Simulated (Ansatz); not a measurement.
# Rb2Si2S: the cost of one run

Program: Ansatz 0.2.0. Level of theory: DFT PBE, scalar-relativistic, plane waves, PAW. These are calculated values, not measurements.

### 1 The starting structure

Symmetry: P-3m1, No. 164, trigonal system. Conventional cell: a = 4.972 Å, b = 4.972 Å, c = 8.117 Å, α = 90.00°, β = 90.00°, γ = 120.00°. Rb (site symmetry 3m) is surrounded by 4 Si at 3.03 to 3.10 Å and 3 S at 3.51 Å. Around Si (site symmetry 3m) lie 4 Rb at 3.03 to 3.10 Å. S (site symmetry -3m) is surrounded by 6 Rb at 3.51 Å.

As a file:

```
CELL_PARAMETERS angstrom
4.97154 0.00000 0.00000
-2.48577 4.30548 0.00000
0.00000 0.00000 8.11715
ATOMIC_POSITIONS crystal
Rb 0.66667 0.33333 0.24898
Rb 0.33333 0.66667 0.75102
Si 0.66667 0.33333 0.63047
Si 0.33333 0.66667 0.36953
S 0.00000 0.00000 0.00000
```

Recipe of the guess: species swapped into a database cell of EuMg2Bi2 (P-3m1, No. 164), with S on the Eu sites, Si on the Mg sites and Rb on the Bi sites. The dimensions are guesses.

### 2 Probe: one point on a coarse mesh

Contents of input.yaml:

```yaml
crystal:
  lattice:
    - [4.97153755, 0.0, 0.0]
    - [-2.48576878, 4.30547782, 0.0]
    - [0.0, 0.0, 8.11715072]
  atoms:
    - { symbol: Rb, position: [0.66666667, 0.33333333, 0.2489787] }
    - { symbol: Rb, position: [0.33333333, 0.66666667, 0.7510213] }
    - { symbol: Si, position: [0.66666667, 0.33333333, 0.63047278] }
    - { symbol: Si, position: [0.33333333, 0.66666667, 0.36952722] }
    - { symbol: S, position: [0.0, 0.0, 0.0] }
basis:
  ecutwfc: 420
kpoints:
  mp_grid: { grid: [6, 6, 2] }
hamiltonian:
  xc: pbe
scf:
  occupations: { method: gaussian, width: 0.1 }
  lower_state_search: "off"
output:
  forces: true
  stress: true
  eigenvalues: true
```

The run is started by

```sh
ansatz run input.yaml --threads 1 --pin off --max-ram 2048MiB --backend cpu --events-out ev --progress --plain --runs-dir out
```

What time and memory should one allow on 1 thread of Intel Xeon Platinum 8259CL at 2.50GHz (Skylake/Cascade Lake), shared host?

About 4.3 s, with a peak of 0.45 GiB.
